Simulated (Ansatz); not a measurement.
# WS2: a line through a two-coordinate scan

One line of a two-coordinate grid on WS₂ (P-3m1, No. 164; 6 atoms in the cell): volume per atom is varied, at c/a of the conventional cell = 8.119.

Method: DFT PBEsol, scalar-relativistic, plane waves, PAW, in Ansatz 0.2.0.

17 further runs of the same task are left out: 17 set aside as unsound or not needed. Runs told in other sessions of the task aren't counted.

## Step 1: Starting point

It takes space group P-3m1 (No. 164, trigonal). Conventional cell: a = 3.146 Å, b = 3.146 Å, c = 23.571 Å, α = 90.00°, β = 90.00°, γ = 120.00°. W (site symmetry 3m) is surrounded by 6 S at 2.40 Å. S (site symmetry 3m) has 3 W at 2.40 Å in its first shell of neighbours.

Structure file:

```
W S
1.0
     3.14607    0.00000    0.00000
    -1.57303    2.72457    0.00000
     0.00000    0.00000   23.57096
W S
2 4
Cartesian
  0.0000 1.8164 14.9573
  1.5730 0.9082 8.6136
  0.0000 1.8164 7.0469
  1.5730 0.9082 13.3895
  0.0000 1.8164 10.1815
  1.5730 0.9082 16.5240
```

It goes back to an entry of the Materials Project, which need not be the stable form.

This cell was relaxed beforehand with the same method: volume 33.67 Å³/atom, gap on the mesh 1.53 eV.

## Step 2: The scan

The energy is mapped over volume and the cell's shape.

First coordinate, volume per atom: 7 values from 29.63 to 37.72 Å³. Second coordinate, c/a of the conventional cell: 7 values from 6.641 to 8.452.

Nothing else is relaxed (fractional coordinates fixed). Energies count from the relaxed crystal. Points are written as (first, second).

## Step 3: Point (29.63 Å³, 8.119)

Contents of input.yaml:

```yaml
crystal:
  lattice:
    - [2.935108099, 0.0, 0.0]
    - [-1.4675540495, 2.5418781766, 0.0]
    - [0.0, 0.0, 23.8313166991]
  atoms:
    - { symbol: W, position: [0.3333333333, 0.6666666667, 0.6345659624] }
    - { symbol: W, position: [0.6666666667, 0.3333333333, 0.3654340376] }
    - { symbol: S, position: [0.3333333333, 0.6666666667, 0.2989660749] }
    - { symbol: S, position: [0.6666666667, 0.3333333333, 0.5680485953] }
    - { symbol: S, position: [0.3333333333, 0.6666666667, 0.4319514047] }
    - { symbol: S, position: [0.6666666667, 0.3333333333, 0.7010339251] }
basis:
  ecutwfc: 420
kpoints:
  mp_grid: { grid: [12, 12, 2] }
hamiltonian:
  xc: pbesol
  pseudopotentials: { kind: paw, azcp: { folder: soft_1 } }
scf:
  occupations: { method: gaussian, width: 0.05 }
output:
  forces: true
  stress: true
  eigenvalues: true
```

The run is started by

```console
$ ansatz run input.yaml --threads 2 --pin off --max-ram 4096MiB --backend cpu --events-out ev --progress --plain --runs-dir out
```

What it wrote, cut to the lines that bear on the results:

```text
Warning: <dir> the record states the generating functional pbe (its physics header spells it `PBE`), which answers neither for hamiltonian.xc's functional nor for the pbesol family's — results may be inconsistent (PPs are generated against a specific XC)
[...]
Warning: RAYON_NUM_THREADS=2 ignored (pool sized by the plan → 2); use --threads N
[...]
Pseudopotentials: kind: paw
Pseudopotential: W, paw, valence charge 14, recommended cutoff 420 eV (normal), <dir>
Pseudopotential: S, paw, valence charge 6, recommended cutoff 420 eV (normal), <dir>
Functional definition: PBEsol
[...]
Crystal: 6 atoms, lattice volume = 177.798 Å³
Basis set: ecut = 420 eV, 3463 PW (Γ), exchange–correlation on 40×40×320 points (8 copies of the dense FFT grid, shifted against one another)
Bands: 32, of which v1, the nominal top of the filled ones, is band 26 counted from 1 (25 counted from 0)
Symmetry: 12 space group operations
Space group: P-3m1 (ITA 164), of the structure as read, at distance tolerance 5.6e-5 Å
k-points: 38 of 288
[...]
SCF iter   1: F=—  HF=-24060.105201 eV  |F-HF|=—  |Δ(HF+E_count)|=         —  Δρ=3.41e-2  dr2=3.96e0  ethr=3.10e-3  ⟨swp⟩=11.2  Hψ=8054  notcnv=0
[...]
SCF iter  11: F=-24058.934840 eV  HF=-24058.934840 eV  |F-HF|=1.44e-8  |Δ(HF+E_count)|=   1.37e-7  Δρ=3.34e-6  dr2=2.29e-8  ethr=1.92e-10  ⟨swp⟩=13.6  Hψ=8131  notcnv=0
[...]
SCF converged after 11 iterations
Free energy (F): -24058.934840 eV
[...]
E sigma→0 (E₀):  -24058.934840 eV
Fermi energy:    5.045880 eV
[...]
--- Forces (eV/Å), atoms counted from 1 ---
  atom   1  W     -0.00000000     0.00000000    -0.00214345
  atom   2  W     -0.00000000    -0.00000000     0.00214345
  atom   3  S     -0.00000000     0.00000000    -1.54388072
  atom   4  S     -0.00000000    -0.00000000    -1.53601902
  atom   5  S      0.00000000     0.00000000     1.53601902
  atom   6  S      0.00000000    -0.00000000     1.54388072
[...]
--- Stress (GPa, compression-positive) ---
       17.438850       0.000000      -0.000000
       -0.000000      17.438850      -0.000000
        0.000000      -0.000000       8.828967
  P = ⅓ Tr σ = 14.5689 GPa (145.689 kbar)
--- Band table (eV; the first three rows and the last of 38) ---
[...]
```

Run time: 18 s. Hardware: 2 threads of Arm Neoverse N1, shared host; peak memory 0.49 GiB.

Energy on the map's scale: 205 meV/atom.

## Step 4: Grid point (32.33 Å³, 8.119)

Changes to input.yaml since step 3:

```diff
@@ -2,5 +2,5 @@
   lattice:
-    - [2.935108099, 0.0, 0.0]
-    - [-1.4675540495, 2.5418781766, 0.0]
-    - [0.0, 0.0, 23.8313166991]
+    - [3.0214867553, 0.0, 0.0]
+    - [-1.5107433776, 2.6166842873, 0.0]
+    - [0.0, 0.0, 24.5326595612]
   atoms:
```

The run is started by

```console
$ ansatz run input.yaml --threads 2 --pin off --max-ram 4096MiB --backend cpu --events-out ev --progress --plain --runs-dir out
```

What it wrote, cut to the lines that bear on the results:

```text
Warning: <dir> the record states the generating functional pbe (its physics header spells it `PBE`), which answers neither for hamiltonian.xc's functional nor for the pbesol family's — results may be inconsistent (PPs are generated against a specific XC)
[...]
Warning: RAYON_NUM_THREADS=2 ignored (pool sized by the plan → 2); use --threads N
[...]
[... 4 set-up lines as earlier in the session ...]
[...]
Crystal: 6 atoms, lattice volume = 193.962 Å³
Basis set: ecut = 420 eV, 3729 PW (Γ), exchange–correlation on 48×48×360 points (8 copies of the dense FFT grid, shifted against one another)
Bands: 32, of which v1, the nominal top of the filled ones, is band 26 counted from 1 (25 counted from 0)
[... 1 set-up line as earlier in the session ...]
Space group: P-3m1 (ITA 164), of the structure as read, at distance tolerance 5.8e-5 Å
k-points: 38 of 288
[...]
SCF iter   1: F=—  HF=-24060.773512 eV  |F-HF|=—  |Δ(HF+E_count)|=         —  Δρ=3.19e-2  dr2=2.91e0  ethr=3.10e-3  ⟨swp⟩=10.2  Hψ=7714  notcnv=0
[...]
SCF iter  12: F=-24059.814644 eV  HF=-24059.814644 eV  |F-HF|=1.11e-8  |Δ(HF+E_count)|=   5.27e-8  Δρ=1.78e-6  dr2=1.27e-8  ethr=1.92e-10  ⟨swp⟩=13.9  Hψ=7365  notcnv=0
[...]
SCF converged after 12 iterations
Free energy (F): -24059.814644 eV
[...]
E sigma→0 (E₀):  -24059.814644 eV
Fermi energy:    4.235369 eV
[...]
--- Forces (eV/Å), atoms counted from 1 ---
  atom   1  W      0.00000000    -0.00000000    -0.00412022
  atom   2  W     -0.00000000     0.00000000     0.00412022
  atom   3  S      0.00000000     0.00000000     0.33421444
  atom   4  S      0.00000000     0.00000000     0.32287331
  atom   5  S     -0.00000000     0.00000000    -0.32287331
  atom   6  S     -0.00000000    -0.00000000    -0.33421444
[...]
--- Stress (GPa, compression-positive) ---
        6.413385       0.000000      -0.000000
       -0.000000       6.413385       0.000000
       -0.000000       0.000000      -1.855115
  P = ⅓ Tr σ = 3.6572 GPa (36.572 kbar)
--- Band table (eV; the first three rows and the last of 38) ---
[...]
```

It took 18 s on 2 threads of Arm Neoverse N1, shared host; peak memory 0.52 GiB.

Energy on the map's scale: 58 meV/atom.

## Step 5: The run at (33.67 Å³, 8.119)

Changes to input.yaml since step 4:

```diff
@@ -2,5 +2,5 @@
   lattice:
-    - [3.0214867553, 0.0, 0.0]
-    - [-1.5107433776, 2.6166842873, 0.0]
-    - [0.0, 0.0, 24.5326595612]
+    - [3.062877303, 0.0, 0.0]
+    - [-1.5314386515, 2.652529553, 0.0]
+    - [0.0, 0.0, 24.8687259736]
   atoms:
```

The run is started by

```console
$ ansatz run input.yaml --threads 2 --pin off --max-ram 4096MiB --backend cpu --events-out ev --progress --plain --runs-dir out
```

What it wrote, cut to the lines that bear on the results:

```text
Warning: <dir> the record states the generating functional pbe (its physics header spells it `PBE`), which answers neither for hamiltonian.xc's functional nor for the pbesol family's — results may be inconsistent (PPs are generated against a specific XC)
[...]
Warning: RAYON_NUM_THREADS=2 ignored (pool sized by the plan → 2); use --threads N
[...]
[... 4 set-up lines as earlier in the session ...]
[...]
Crystal: 6 atoms, lattice volume = 202.043 Å³
Basis set: ecut = 420 eV, 3935 PW (Γ), exchange–correlation on 48×48×360 points (8 copies of the dense FFT grid, shifted against one another)
Bands: 32, of which v1, the nominal top of the filled ones, is band 26 counted from 1 (25 counted from 0)
[... 1 set-up line as earlier in the session ...]
Space group: P-3m1 (ITA 164), of the structure as read, at distance tolerance 5.9e-5 Å
k-points: 38 of 288
[...]
SCF iter   1: F=—  HF=-24060.795435 eV  |F-HF|=—  |Δ(HF+E_count)|=         —  Δρ=3.14e-2  dr2=2.64e0  ethr=3.10e-3  ⟨swp⟩=9.9  Hψ=7587  notcnv=0
[...]
SCF iter  12: F=-24059.896609 eV  HF=-24059.896609 eV  |F-HF|=7.76e-8  |Δ(HF+E_count)|=   2.36e-8  Δρ=2.94e-6  dr2=8.25e-8  ethr=1.92e-10  ⟨swp⟩=15.3  Hψ=7024  notcnv=0
[...]
SCF converged after 12 iterations
Free energy (F): -24059.896609 eV
[...]
E sigma→0 (E₀):  -24059.896609 eV
Fermi energy:    3.868806 eV
[...]
--- Forces (eV/Å), atoms counted from 1 ---
  atom   1  W      0.00000000     0.00000000    -0.00461260
  atom   2  W      0.00000000    -0.00000000     0.00461260
  atom   3  S      0.00000000    -0.00000000     1.06340936
  atom   4  S      0.00000000     0.00000000     1.04589744
  atom   5  S     -0.00000000     0.00000000    -1.04589744
  atom   6  S     -0.00000000     0.00000000    -1.06340936
[...]
--- Stress (GPa, compression-positive) ---
        2.423881       0.000000       0.000000
       -0.000000       2.423881      -0.000000
        0.000000       0.000000      -5.648879
  P = ⅓ Tr σ = -0.2670 GPa (-2.670 kbar)
--- Band table (eV; the first three rows and the last of 38) ---
[...]
```

It took 18 s on 2 threads of Arm Neoverse N1, shared host; peak memory 0.53 GiB.

Energy on the map's scale: 45 meV/atom.

## Step 6: The run at (36.37 Å³, 8.119)

Changes to input.yaml since step 5:

```diff
@@ -2,5 +2,5 @@
   lattice:
-    - [3.062877303, 0.0, 0.0]
-    - [-1.5314386515, 2.652529553, 0.0]
-    - [0.0, 0.0, 24.8687259736]
+    - [3.142476461, 0.0, 0.0]
+    - [-1.5712382305, 2.721464446, 0.0]
+    - [0.0, 0.0, 25.5150233773]
   atoms:
```

The run is started by

```console
$ ansatz run input.yaml --threads 2 --pin off --max-ram 4096MiB --backend cpu --events-out ev --progress --plain --runs-dir out
```

What it wrote, cut to the lines that bear on the results:

```text
Warning: <dir> the record states the generating functional pbe (its physics header spells it `PBE`), which answers neither for hamiltonian.xc's functional nor for the pbesol family's — results may be inconsistent (PPs are generated against a specific XC)
[...]
Warning: RAYON_NUM_THREADS=2 ignored (pool sized by the plan → 2); use --threads N
[...]
[... 4 set-up lines as earlier in the session ...]
[...]
Crystal: 6 atoms, lattice volume = 218.208 Å³
Basis set: ecut = 420 eV, 4225 PW (Γ), exchange–correlation on 48×48×360 points (8 copies of the dense FFT grid, shifted against one another)
Bands: 32, of which v1, the nominal top of the filled ones, is band 26 counted from 1 (25 counted from 0)
[... 1 set-up line as earlier in the session ...]
Space group: P-3m1 (ITA 164), of the structure as read, at distance tolerance 6.0e-5 Å
k-points: 38 of 288
[...]
SCF iter   1: F=—  HF=-24060.413695 eV  |F-HF|=—  |Δ(HF+E_count)|=         —  Δρ=3.11e-2  dr2=2.54e0  ethr=3.10e-3  ⟨swp⟩=8.8  Hψ=6833  notcnv=0
[...]
SCF iter  10: F=-24059.560760 eV  HF=-24059.560760 eV  |F-HF|=3.28e-8  |Δ(HF+E_count)|=   1.28e-7  Δρ=6.67e-6  dr2=9.93e-8  ethr=1.92e-10  ⟨swp⟩=13.7  Hψ=7820  notcnv=0
[...]
SCF converged after 10 iterations
Free energy (F): -24059.560760 eV
[...]
E sigma→0 (E₀):  -24059.560760 eV
Fermi energy:    3.200500 eV
[...]
--- Forces (eV/Å), atoms counted from 1 ---
  atom   1  W      0.00000000     0.00000000    -0.00489623
  atom   2  W      0.00000000    -0.00000000     0.00489623
  atom   3  S     -0.00000000    -0.00000000     2.20736061
  atom   4  S      0.00000000     0.00000000     2.18216138
  atom   5  S      0.00000000    -0.00000000    -2.18216138
  atom   6  S      0.00000000     0.00000000    -2.20736061
[...]
--- Stress (GPa, compression-positive) ---
       -3.425449       0.000000       0.000000
        0.000000      -3.425449      -0.000000
       -0.000000      -0.000000     -11.087162
  P = ⅓ Tr σ = -5.9794 GPa (-59.794 kbar)
--- Band table (eV; the first three rows and the last of 38) ---
[...]
```

Wall time 18 s (2 threads of Arm Neoverse N1, shared host); peak memory 0.55 GiB.

That is 101 meV/atom from the zero.

## Step 7: The run at (37.72 Å³, 8.119)

Changes to input.yaml since step 6:

```diff
@@ -2,5 +2,5 @@
   lattice:
-    - [3.142476461, 0.0, 0.0]
-    - [-1.5712382305, 2.721464446, 0.0]
-    - [0.0, 0.0, 25.5150233773]
+    - [3.1808041631, 0.0, 0.0]
+    - [-1.5904020815, 2.7546572098, 0.0]
+    - [0.0, 0.0, 25.8262213222]
   atoms:
@@ -25 +25,5 @@
   eigenvalues: true
+  write_density: true
+  write_potential: true
+  elf: true
+  volumetric_format: npy
```

The run is started by

```console
$ ansatz run input.yaml --threads 2 --pin off --max-ram 4096MiB --backend cpu --events-out ev --progress --plain --runs-dir out
```

What it wrote, cut to the lines that bear on the results:

```text
Warning: <dir> the record states the generating functional pbe (its physics header spells it `PBE`), which answers neither for hamiltonian.xc's functional nor for the pbesol family's — results may be inconsistent (PPs are generated against a specific XC)
[...]
Warning: RAYON_NUM_THREADS=2 ignored (pool sized by the plan → 2); use --threads N
[...]
[... 4 set-up lines as earlier in the session ...]
[...]
Crystal: 6 atoms, lattice volume = 226.290 Å³
Basis set: ecut = 420 eV, 4443 PW (Γ), exchange–correlation on 48×48×360 points (8 copies of the dense FFT grid, shifted against one another)
Bands: 32, of which v1, the nominal top of the filled ones, is band 26 counted from 1 (25 counted from 0)
[... 1 set-up line as earlier in the session ...]
Space group: P-3m1 (ITA 164), of the structure as read, at distance tolerance 6.1e-5 Å
k-points: 38 of 288
[...]
SCF iter   1: F=—  HF=-24060.063972 eV  |F-HF|=—  |Δ(HF+E_count)|=         —  Δρ=3.13e-2  dr2=2.68e0  ethr=3.10e-3  ⟨swp⟩=8.5  Hψ=6629  notcnv=0
[...]
SCF iter  10: F=-24059.205639 eV  HF=-24059.205639 eV  |F-HF|=2.78e-8  |Δ(HF+E_count)|=   1.38e-7  Δρ=3.94e-6  dr2=4.20e-8  ethr=1.92e-10  ⟨swp⟩=18.2  Hψ=12625  notcnv=0
[...]
WARN: The input density's exchange-correlation potential varies sharply where the density is thin. Do not read a vacuum level from v_tot or v_xc, or from such a field of the output density. On a cell that repeats whose density bears no net charge and no dipole along the vacuum's axis use [...]
SCF converged after 10 iterations
Free energy (F): -24059.205639 eV
[...]
E sigma→0 (E₀):  -24059.205639 eV
Fermi energy:    2.894232 eV
[...]
--- Forces (eV/Å), atoms counted from 1 ---
  atom   1  W      0.00000000    -0.00000000    -0.00468913
  atom   2  W     -0.00000000     0.00000000     0.00468913
  atom   3  S     -0.00000000    -0.00000000     2.65324084
  atom   4  S      0.00000000     0.00000000     2.62581711
  atom   5  S     -0.00000000    -0.00000000    -2.62581711
  atom   6  S      0.00000000     0.00000000    -2.65324084
[...]
--- Stress (GPa, compression-positive) ---
       -5.541044       0.000000      -0.000000
       -0.000000      -5.541044      -0.000000
       -0.000000       0.000000     -12.995066
  P = ⅓ Tr σ = -8.0257 GPa (-80.257 kbar)
--- Band table (eV; the first three rows and the last of 38) ---
[...]
```

Wall time 23 s (2 threads of Arm Neoverse N1, shared host); peak memory 0.55 GiB.

Density in a lattice plane of the grid's cell (edges 3.18 and 25.83 Å, at 0.333 of the third edge), which holds W and S.

Ten even steps from '0' (0.00 e/Å³) to '9' (5.24 e/Å³):
```
000000
000000
000000
000000
000000
000201
010000
000111
000121
000000
000000
000111
000595
010000
000000
000000
000000
000000
000000
000000
```
Columns run along the first of these edges and rows up along the second, over one cell in 6 and 20 even steps from the bottom left corner. Atoms in the plane (fractional): W at (0.67, 0.37), S at (0.67, 0.57), S at (0.67, 0.70).

ELF in the same plane.

Ten even steps from ' ' (0.00) to '@' (0.89):
```
            
            
            
        ..  
--  --@@@@@@
%%::##**  **
::::::------
==..==%%##%%
##..##@@##@@
        ..  
##%%##::  ::
==**==::==::
::==::##****
%%%%##--..--
--**--      
            
            
            
            
            
```
Columns run along the first of these edges and rows up along the second, over one cell in 6 and 20 even steps from the bottom left corner. Atoms in the plane (fractional): W at (0.67, 0.37), S at (0.67, 0.57), S at (0.67, 0.70).

Both are smooth fields of the valence electrons: close to the nuclei they are not physical.

Outside the cores ELF peaks at 0.95 beside S, off the lines to its neighbours, 1.0 Å from S; 0.87 on the S–W line, 0.9 Å from S; 0.87 in the shell around S, 0.8 Å from S.

Energy on the map's scale: 160 meV/atom.

## Step 8: What came out

```
volume per atom (Å³)  step  energy (meV/atom)  slope (meV/atom per Å³)  pressure (GPa)  band gap on the k-mesh (eV)  largest force on an atom (eV/Å)
               29.63     3                205                      −91            14.6                         1.56                             1.54
               30.98     –                109                      −53             8.5                         1.51                             0.53
               32.33     4                 58                      −23             3.7                         1.46                             0.33
               33.67     5                 45                        2            −0.3                         1.42                             1.06
               35.02     –                 61                       21            −3.4                         1.37                             1.68
               36.37     6                101                       37            −6.0                         1.33                             2.21
               37.72     7                160                       50            −8.0                         1.29                             2.65
```

Energies count from the relaxed crystal. Rows without a step come from runs not printed here or follow by symmetry. Slopes come from the forces (and the stress, where the cell changes), not from differences of energies.

The lowest point computed on the line is at 33.67 Å³, 45 meV/atom from the zero. A fit to energies and slopes at the lowest point and its two neighbours puts the minimum at 33.573 Å³, with a curvature of about 17 meV/atom per (Å³)². V·d²E/dV² there is about 89 GPa, a bulk modulus under this line's constraint. The highest point computed, at 29.63 Å³, lies 160 meV/atom above the lowest. This is one cut through a surface in two coordinates; the map's lowest point lies off it. A rigid map gives upper bounds: relaxing the other coordinates can only lower a point. The gap on the mesh closes on part of the grid. Spin-orbit coupling is left out, which matters for the bands of W.

The gaps are Kohn-Sham values of a semilocal functional, not quasiparticle or optical gaps. Such gaps usually fall short of the measured ones. The cell is layered and no dispersion term is used, so the spacing and stiffness across the layers are uncertain.
